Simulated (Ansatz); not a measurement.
# WS2: the cost of one run

Program: Ansatz 0.2.0. Level of theory: DFT PBE+D3(BJ), scalar-relativistic, plane waves, PAW. These are calculated values, not measurements.

The COD entry's cell or inner coordinates are ideal or old and differ from later refinements, so a difference from it is no clean test against experiment.

1 further run of the same task is left out (it didn't finish).

**1. The structure to begin with**

The structure is hexagonal, space group P6_3/mmc (No. 194). The conventional cell has a = 3.180 Å, b = 3.180 Å, c = 12.500 Å, α = 90.00°, β = 90.00°, γ = 120.00°. W (site symmetry -6m2) has 6 S at 2.45 Å in its first shell of neighbours. S (site symmetry 3m) is surrounded by 3 W at 2.45 Å.

As a file:

```xyz
6
Lattice="3.1800 0.0000 0.0000 -1.5900 2.7540 0.0000 0.0000 0.0000 12.5000" Properties=species:S:1:pos:R:3 pbc="T T T"
W     0.0000    1.8360    3.1250
W     1.5900    0.9180    9.3750
S     0.0000    1.8360    7.7500
S     1.5900    0.9180    1.5000
S     0.0000    1.8360   11.0000
S     1.5900    0.9180    4.7500
```

No relaxation comes first: the listed cell is the starting point.

**2. The undisturbed cell**

Input file input.yaml:

```yaml
crystal:
  lattice:
    - [3.1799996605, 0.0, 0.0]
    - [-1.5899998303, 2.75396049, 0.0]
    - [0.0, 0.0, 12.5]
  atoms:
    - { symbol: W, position: [0.3333333333, 0.6666666667, 0.25] }
    - { symbol: W, position: [0.6666666667, 0.3333333333, 0.75] }
    - { symbol: S, position: [0.3333333333, 0.6666666667, 0.62] }
    - { symbol: S, position: [0.6666666667, 0.3333333333, 0.12] }
    - { symbol: S, position: [0.3333333333, 0.6666666667, 0.88] }
    - { symbol: S, position: [0.6666666667, 0.3333333333, 0.38] }
basis:
  ecutwfc: 420
kpoints:
  mp_grid: { grid: [12, 12, 4] }
hamiltonian:
  xc: pbe
  dispersion: d3bj
scf:
  occupations: { method: gaussian, width: 0.05 }
output:
  forces: true
  stress: true
  eigenvalues: true
  write_density: true
  write_potential: true
  elf: true
  volumetric_format: npy
```

Started as:

```bash
$ ansatz run input.yaml --threads 2 --pin off --max-ram 5120MiB --backend cpu --events-out ev --progress --plain --runs-dir out
```

What time and memory should one allow on 2 threads of Intel Xeon 6975P-C (Granite Rapids), shared host?

About 3.4 s, with a peak of 0.51 GiB.
